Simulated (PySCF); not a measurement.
# Br3ClSi: the cost of one run

Computed with PySCF 2.14.0, with density-fitted response routines of our own, on a single molecule, in the gas phase or a continuum. Atoms are numbered from 0 throughout.

## Step 1: The starting structure

5 atoms, charge 0, multiplicity 1; geometry from: GFN2-xTB. The atoms were then displaced at random by about 0.01 Å, so the start is not that level's minimum.

Bonds of the start (Å): Cl0–Si1 2.01, Si1–Br2 2.19, Si1–Br3 2.20, Si1–Br4 2.21.

## Step 2: Optimising the geometry at PBE0-D3(BJ)/def2-SVP

Job settings and geometry (Å):

```
{"job": {"xc": "PBE0", "basis": "def2-SVP", "d3": "d3bj", "grid": 1, "shake": 0.01, "kind": "geom"}, "charge": 0, "multiplicity": 1}
Cl     0.027170     0.076090     2.096460
Si    -0.003670     0.000200     0.087020
Br     1.922410    -0.675300    -0.714100
Br    -0.384050     1.965370    -0.833230
Br    -1.528280    -1.400340    -0.674040
```

Run with:

```bash
$ OMP_NUM_THREADS=1 python probes_run.py task.json out
```

One launch serves the whole session: the jobs run in the order shown.

**Question.** How long does this first job take on 1 thread of Arm Neoverse N1, shared host, and how much memory does it need?

About 3.7 min, with a peak of 0.64 GiB.
